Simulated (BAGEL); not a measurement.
# GaNH2F2 (SMILES [NH2][Ga]([F])[F]): a chain of runs

Aim: the energy (HF/cc-pVDZ), then the energy (NEVPT2(2,2)/cc-pVDZ), then a single-point energy (CASPT2(2,2)/cc-pVDZ) of GaNH2F2. 

The calculation is run with BAGEL 1.2.2.

1 further run of the same task is left out (set aside as unsound or not needed).

### Step 1. The system as given

The species is GaNH2F2 (6 atoms), meant as a singlet with charge 0. SMILES: `[NH2][Ga]([F])[F]`. The N1–H6 distance was set to 1.358 Å, away from the relaxed value.

Bond lengths: N1–Ga2 1.790 Å, Ga2–F3 1.739 Å, Ga2–F4 1.739 Å, N1–H5 1.006 Å. Angles: N1–Ga2–F3 122.4°, N1–Ga2–F4 122.4°, F3–Ga2–F4 115.1°, Ga2–N1–H5 121.0°. A long bond or contact: N1–H6 1.358 Å.

### Step 2. The energy at HF/cc-pVDZ (density fitting with svp-jkfit) (run 1)

Contents of job.json:

```json
{ "bagel": [

{
  "title": "molecule",
  "basis": "cc-pvdz.json",
  "df_basis": "svp-jkfit",
  "angstrom": true,
  "geometry": [
    { "atom": "N", "xyz": [    0.018215,    0.897757,   -0.031748 ] },
    { "atom": "Ga", "xyz": [    0.599915,   -0.781243,    0.182952 ] },
    { "atom": "F", "xyz": [    2.000715,   -1.167543,    1.138652 ] },
    { "atom": "F", "xyz": [   -0.139585,   -2.133643,   -0.622448 ] },
    { "atom": "H", "xyz": [    0.340815,    1.638857,    0.566652 ] },
    { "atom": "H", "xyz": [   -1.199500,    1.152100,   -0.575400 ] }
  ]
},
{
  "title": "hf"
},
{
  "title": "print",
  "file": "orbitals.molden",
  "orbitals": true
}

]}
```

The basis set cc-pVDZ is read from a file made from the Basis Set Exchange's data (not shown).

Command:

```sh
$ BAGEL_NUM_THREADS=1 BAGEL job.json > job.out
```

Log:

```text
* using 1 threads per process

  ===============================================================
  ===============================================================

  *** Geometry ***

  { "atom" : "N", "xyz" : [      0.034421,      1.696515,     -0.059995 ] },
  { "atom" : "Ga", "xyz" : [      1.133675,     -1.476335,      0.345729 ] },
  { "atom" : "F", "xyz" : [      3.780803,     -2.206337,      2.151740 ] },
  { "atom" : "F", "xyz" : [     -0.263777,     -4.032001,     -1.176256 ] },
  { "atom" : "H", "xyz" : [      0.644047,      3.096991,      1.070817 ] },
  { "atom" : "H", "xyz" : [     -2.266726,      2.177153,     -1.087348 ] },

  Number of auxiliary basis functions:      533

  Since a DF basis is specified, we compute 2- and 3-index integrals:
    o Being stored without compression. Storage requirement is 0.027 GB

  Number of basis functions:       79
  Number of electrons      :       58

    * METHOD: MOLECULE                             0.19

  *** RHF ***

  === Nuclear Repulsion ===
   294.5296728988

      * DIIS with orbital gradients will be used.

  === RHF iteration (cc-pvdz.json) ===
      0      -2177.40496863          0.02112766           0.06
      1      -2177.61437642          0.01494933           0.05
      2      -2177.76186457          0.00105455           0.05
[... 10 lines of this table left out ...]
     13      -2177.76304788          0.00000001           0.05
    * SCF iteration converged.

    * Permanent dipole moment:
           (    0.701522,    -1.259411,    -0.047503) a.u.

    * METHOD: HF                                   0.88

    * METHOD: PRINT                                0.01

  ===============================================================
```

Run time: 1.3 s. Hardware: 1 thread of AMD EPYC 9R45 (Zen 5), shared host; peak memory 0.15 GiB.

### Step 3. The energy at NEVPT2(2,2)/cc-pVDZ (density fitting with svp-jkfit) (run 2)

Contents of input.json:

```json
{ "bagel" : [

{
  "title" : "molecule",
  "basis" : "cc-pvdz.json",
  "df_basis" : "svp-jkfit",
  "angstrom" : true,
  "geometry" : [
    { "atom" : "N", "xyz" : [       0.018215,       0.897757,      -0.031748 ] },
    { "atom" : "Ga", "xyz" : [       0.599915,      -0.781243,       0.182952 ] },
    { "atom" : "F", "xyz" : [       2.000715,      -1.167543,       1.138652 ] },
    { "atom" : "F", "xyz" : [      -0.139585,      -2.133643,      -0.622448 ] },
    { "atom" : "H", "xyz" : [       0.340815,       1.638857,       0.566652 ] },
    { "atom" : "H", "xyz" : [      -1.199500,       1.152100,      -0.575400 ] }
  ]
},

{ "title" : "hf" },

{ "title" : "casscf", "nstate" : 1, "nact" : 2, "nclosed" : 28, "active" : [28, 32], "maxiter" : 200, "natocc" : true },

{ "title" : "nevpt2", "nstate" : 1, "nact" : 2, "nclosed" : 28, "active" : [28, 32], "maxiter" : 200, "natocc" : true, "ncore" : 12 },

{ "title" : "print", "file" : "orbitals.molden", "orbitals" : true }

]}
```

The basis set cc-pVDZ is read from a file made from the Basis Set Exchange's data (not shown).

Command:

```sh
$ BAGEL_NUM_THREADS=1 BAGEL input.json > input.out
```

Log:

```text
* using 1 threads per process

  ===============================================================
  ===============================================================

  *** Geometry ***

[... 30 lines left out ...]
    * SCF iteration converged.
[... 1 line left out ...]
    * Permanent dipole moment:
[... 27 lines left out ...]
    * Second-order optimization converged. *
[... 9 lines left out ...]
     * ci vector, state   0, <S^2> = 0.0000
[... 3 lines left out ...]
    * METHOD: CASSCF                               3.46

    * freezing 12 orbitals

  === DF-NEVPT2 calculation ===

    * 3-index integral transformation done
    * assembly done

      NEVPT2 correlation energy:   -0.6119167052      0.10

          (+0)     -0.5424940677
          (+0)'    -0.0256600803
          (+1)     -0.0061199439
          (+1)'    -0.0000000000
          (+2)     -0.0004155767
          (-1)     -0.0311835481
          (-1)'     0.0000000000
          (-2)     -0.0060434884

      NEVPT2 total energy:       -2178.4049549625

    * METHOD: NEVPT2                               0.20

    * METHOD: PRINT                                0.01

  ===============================================================
```

Run time: 5.1 s. Hardware: 1 thread of AMD EPYC 9R45 (Zen 5), shared host; peak memory 0.15 GiB.

### Step 4. A single-point energy at CASPT2(2,2)/cc-pVDZ (density fitting with svp-jkfit) (run 3)

Contents of input.json:

```json
{ "bagel": [

{
  "title": "molecule",
  "basis": "cc-pvdz.json",
  "df_basis": "svp-jkfit",
  "angstrom": "true",
  "geometry": [
    { "atom": "N", "xyz": [       0.018215,       0.897757,      -0.031748 ] },
    { "atom": "Ga", "xyz": [       0.599915,      -0.781243,       0.182952 ] },
    { "atom": "F", "xyz": [       2.000715,      -1.167543,       1.138652 ] },
    { "atom": "F", "xyz": [      -0.139585,      -2.133643,      -0.622448 ] },
    { "atom": "H", "xyz": [       0.340815,       1.638857,       0.566652 ] },
    { "atom": "H", "xyz": [      -1.199500,       1.152100,      -0.575400 ] }
  ]
},

{
  "title": "hf"
},

{
  "title": "casscf",
  "nstate": 1,
  "nact": 2,
  "nclosed": 28,
  "active": [28, 32],
  "maxiter": 200,
  "natocc": "true"
},

{
  "title": "print",
  "file": "orbitals.molden",
  "orbitals": "true"
},

{
  "title": "smith",
  "method": "caspt2",
  "ms": "true",
  "xms": "true",
  "sssr": "true",
  "shift": 0.2,
  "shift_imag": "true",
  "ncore": 12
}

]}
```

The basis set cc-pVDZ is read from a file made from the Basis Set Exchange's data (not shown).

Command:

```sh
$ BAGEL_NUM_THREADS=1 BAGEL input.json > input.out
```

Log:

```text
* using 1 threads per process

  ===============================================================
  ===============================================================

  *** Geometry ***

[... 32 lines left out ...]
    * Permanent dipole moment:
[... 37 lines left out ...]
     * ci vector, state   0, <S^2> = 0.0000
[... 21 lines left out ...]
       #      aibj      arbs      arbi      airj      risj      airs      arst      rist         Etot      error   time
[... 9 lines left out ...]
      ------------------------------------------------------------------------------------------------------------------

    * CASPT2 energy : state  0    -2178.4062423092
        w/o shift correction      -2178.4041763926
        reference weight              0.8640178944

    * METHOD: SMITH                                0.45

  ===============================================================
```

Wall time 5.1 s (1 thread of AMD EPYC 9R45 (Zen 5), shared host); peak memory 0.22 GiB.

### Step 5. What came out

```
                                quantity           value
         run 1, HF/cc-pVDZ: total energy  -2177.76305 Eh
        run 1, HF/cc-pVDZ: dipole moment          3.67 D
          run 1, HF/cc-pVDZ: HOMO energy       -11.70 eV
          run 1, HF/cc-pVDZ: LUMO energy         2.07 eV
        run 1, HF/cc-pVDZ: HOMO–LUMO gap        13.76 eV
run 2, NEVPT2(2,2)/cc-pVDZ: total energy  -2178.40495 Eh
run 3, CASPT2(2,2)/cc-pVDZ: total energy  -2178.40624 Eh
```
